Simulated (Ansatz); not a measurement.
Born–Oppenheimer molecular dynamics of a periodic cell of 16 atoms, WC (start crystal WC, start structure P-6m2, volume 1.05 times the crystal's). It starts from a structure without forces on its atoms.

The calculation used Ansatz, DFT PBE, scalar-relativistic, plane waves, PAW. Settings: accuracy low, cutoff 420 eV, k mesh 3x3x3, fermi-dirac smearing 0.3 eV, no spin polarisation.

```json
{"ensemble": "NVT, Langevin thermostat", "time step": "1 fs", "steps asked": "480", "set temperature": "300 K", "friction": "0.02 /fs", "temperature schedule": "480 steps to 3500 K", "seed": "405464"}
```

First frame:

```xyz
16
Lattice="-2.9008 -5.0243 0.0000 4.3511 -2.5121 0.0000 0.0000 0.0000 5.6941" Properties=species:S:1:pos:R:3
W 0.000 -5.024 0.000
C 1.450 -4.187 1.423
W 0.000 -5.024 2.847
C 1.450 -4.187 4.271
W -1.450 -2.512 0.000
C 0.000 -1.675 1.423
W -1.450 -2.512 2.847
C 0.000 -1.675 4.271
W 1.450 -2.512 0.000
C 2.901 -1.675 1.423
W 1.450 -2.512 2.847
C 2.901 -1.675 4.271
W 0.000 0.000 0.000
C -1.450 -4.187 1.423
W 0.000 0.000 2.847
C -1.450 -4.187 4.271
```

Q: What does the run give?

A: The run went to its last step.

```yaml
steps_done: 480
time_covered: 480 fs
mean_temperature_over_the_second_half: 2578 K
spread_of_the_potential_energy_over_the_second_half: 66.7 meV per atom
mean_potential_energy_of_the_second_half_above_the_start: 318.3 meV per atom
```

The schedule's set-point averaged 2700 K over the second half and the system 2578 K. A run of 0.48 ps of so small a system gives no equilibrium averages. Limits of this set-up: coarse k mesh, low accuracy level.

Q: What happens to the structure?

A: Mean squared displacements from the first frame to the last, about the centre of mass: W 0.02 Å², C 0.07 Å². The details hang on the random start.

Q: How do temperature and energy run in time?

A: 
```tsv
time (fs)	T (K)	potential energy less start (eV)
0	281	0.000
16	224	0.352
32	235	0.412
48	302	0.500
64	326	0.701
80	487	0.807
96	737	0.743
112	730	1.432
128	906	1.635
144	939	2.010
160	1036	1.887
176	1026	2.683
192	1340	3.125
208	2030	2.436
224	1979	3.405
240	2192	3.159
256	1576	5.829
272	2385	3.805
288	2227	3.819
304	2782	2.991
320	2386	4.825
336	2204	5.469
352	2716	5.137
368	2536	5.597
384	2259	4.839
400	2913	4.712
416	2501	7.481
432	3573	6.173
448	3377	5.278
464	3431	5.288
480	3660	6.750
```

Run time: 41 min on 2 threads of Intel(R) Xeon(R) Platinum 8488C (Sapphire Rapids), on a shared host, peak memory 0.74 GiB.
